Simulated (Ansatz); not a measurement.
**WSO (2H monolayer (Janus) type, one sheet): the dielectric function from several functionals**

Aim: the dielectric function of WSO (2H monolayer (Janus) type, one sheet) in the independent-particle picture, and how it depends on the functional and on the gap. Plan: HSE06 for the gap; optics with PBE with spin-orbit coupling on 6×6×1.

Method: plane waves, PAW; no local fields, no excitons, in Ansatz 0.2.0.

6 further runs of the same task are left out: 6 for a known fault of the program.

**1. The starting structure**

The structure is trigonal, space group P3m1 (No. 156). The conventional cell has a = 2.992 Å, b = 2.992 Å, c = 30.212 Å, α = 90.00°, β = 90.00°, γ = 120.00°. Around W (site symmetry 3m) lie 3 O at 2.08 Å and 3 S at 2.37 Å. O (site symmetry 3m) has 3 W at 2.08 Å as nearest neighbours. Around S (site symmetry 3m) lie 3 W at 2.37 Å.

Structure file:

```cif
data_structure
_symmetry_space_group_name_H-M 'P3m1'
_symmetry_Int_Tables_number 156
_cell_length_a 2.9921
_cell_length_b 2.9921
_cell_length_c 30.2124
_cell_angle_alpha 90.000
_cell_angle_beta 90.000
_cell_angle_gamma 120.000
_cell_volume 234.24
loop_
_atom_site_label
_atom_site_type_symbol
_atom_site_symmetry_multiplicity
_atom_site_Wyckoff_symbol
_atom_site_fract_x
_atom_site_fract_y
_atom_site_fract_z
_atom_site_occupancy
W1 W 1 b 0.33333 0.66667 0.30307 1
O1 O 1 c 0.66667 0.33333 0.34127 1
S1 S 1 c 0.66667 0.33333 0.24934 1
```

The cell was relaxed beforehand with r2SCAN; those runs aren't shown. No spin polarisation is used; should the compound be magnetic, its bands and low-energy spectrum would differ. The cell holds one sheet and vacuum, and is periodic in the plane alone; ε, where given, is a mean over the whole height of the cell, so ε₂ and ε₁ − 1 scale inversely with that height and aren't the sheet's own values. Spin-orbit coupling, which matters for W, is in the runs so named alone.

**2. The gap to aim at**

Contents of input.yaml:

```yaml
crystal:
  lattice:
    - [2.9920703912, 0.0, 0.0]
    - [-1.4960351956, 2.5912089687, 0.0]
    - [0.0, 0.0, 30.2124244]
  atoms:
    - { symbol: W, position: [0.3333333333, 0.6666666667, 0.3030705986] }
    - { symbol: O, position: [0.6666666667, 0.3333333333, 0.3412662347] }
    - { symbol: S, position: [0.6666666667, 0.3333333333, 0.2493352415] }
  periodic: [true, true, false]
kpoints:
  mp_grid: { grid: [6, 6, 1] }
  band_path:
    path:
      - [0.0, 0.0, 0.0]
      - [0.5, 0.0, 0.0]
      - [0.3333333333, 0.3333333333, 0.0]
      - [0.05, 0.0, 0.0]
    npoints: 1
hamiltonian:
  xc: hse06
scf:
  occupations: { method: fixed }
  n_extra_bands: 4
output:
  forces: true
  stress: true
  eigenvalues: true
  write_density: true
  write_potential: true
  elf: true
  volumetric_format: npy
```

Further steps of the session: Optics, PBE with spin-orbit coupling.

**Question.** What will the summary of the whole plan be? Wanted: ε∞, PBE with spin-orbit coupling; tallest peak of ε₂, PBE with spin-orbit coupling; HSE06 direct gap.

**Answer**, as computed:

| quantity | value |
| --- | --- |
| ε∞, PBE with spin-orbit coupling | 3.19 (xx, yy), 2.00 (zz) |
| tallest peak of ε₂, PBE with spin-orbit coupling | 3.6 at 3.10 eV (complete to 9.8 eV) |
| HSE06 direct gap | 3.16 eV |

In words: A sheet's ε refers to the whole height of the cell: in the plane ε − 1 falls as one over that height. Local fields and excitons are left out: both change ε∞, and without excitons the onset lacks its lines.
